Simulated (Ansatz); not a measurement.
# BGeN (triplet): wave-function methods side by side at a displaced geometry (v2), cc-pVDZ

The task here is to estimate one member of a computed series from the others.

The runs use Ansatz 0.2.0, Gaussian basis; cc-pVDZ, core rule «outside noble gas», up to 16 orbitals frozen.

Plan: UHF; CCSD(T) on ROHF; CCSD(T) on UHF; BCCD(T) on ROHF; CISD as a restricted active space (open shells left free, so some higher excitations enter); CCSDT(Q) on ROHF; CCSDT(Q) on UHF.

29 further runs of the same task are left out: 8 for a known fault of the program, 9 that didn't finish, 12 set aside as unsound or not needed. Runs told in other sessions of the task aren't counted.

## The system

The geometry is a PBE0/def2-TZVP stationary point (not a proven minimum) with its atoms shifted at random (size 0.100 Å). No spin-orbit coupling is included. The filled d shell of Ge may be among the frozen orbitals whatever the setting's name suggests.

3 atoms, charge 0, spin multiplicity 3.

Atoms are counted from 1 here; the program's logs count them from 0.

Bond lengths: B1–N2 1.289 Å, N2–Ge3 1.794 Å. Angles: B1–N2–Ge3 170.1°.

The first run:

Contents of in.yaml:

```yaml
crystal:
  periodic: [false, false, false]
  atoms:
    - {symbol: B, position_ang: [0.084376, 0.005225, -1.449602]}
    - {symbol: N, position_ang: [-0.080498, 0.013599, -0.171109]}
    - {symbol: Ge, position_ang: [-0.003878, -0.018825, 1.620711]}
basis:
  gaussian: {orbitals: cc-pVDZ}
magnetization: {spin_polarized: true, initial_magnetization: 2}
hamiltonian: {xc: hf}
output: {orbitals: {seedname: orbitals}}
```

Run with:

```bash
> ansatz run in.yaml --threads 1 --pin off --events-out ev --progress --plain --max-ram 2393MiB
```

Steps of the session up to this table: UHF; CCSD(T) on ROHF; CCSD(T) on UHF; BCCD(T) on ROHF; CISD as a restricted active space (open shells left free, so some higher excitations enter); CCSDT(Q) on ROHF; CCSDT(Q) on UHF.

One of the session's tables, all rows but one given; the rest of the session is left out.

```
   method  from UCCSDT(Q) (kcal/mol)
     ROHF                    +196.19
      UHF                    +188.86
     RMP2                     +21.83
     UMP2                     +24.62
    RCCSD                     +10.21
    UCCSD                      +9.91
 RCCSD(T)                      +1.57
 UCCSD(T)                      +1.82
  BCCD(T)                      +1.63
   RCCSDT                          ?
   UCCSDT                      +0.91
RCCSDT(Q)                      +0.19
UCCSDT(Q)                          0
```

Q: Estimate the row for RCCSDT from the others.

The run gave: from UCCSDT(Q) (kcal/mol): +0.97. In the column «from UCCSDT(Q) (kcal/mol)» it lies between UCCSDT (+0.91) and RCCSD(T) (+1.57).

Not comparable, so not listed: CISD as a restricted active space (open shells left free, so some higher excitations enter) (they don't share determinant, frozen orbitals or solution with the rows shown, or repeat one).

To keep in mind: Restricted and unrestricted rows rest on different reference determinants; a gap between their highest levels can come from leftover correlation error, from unlike frozen cores or from another state.
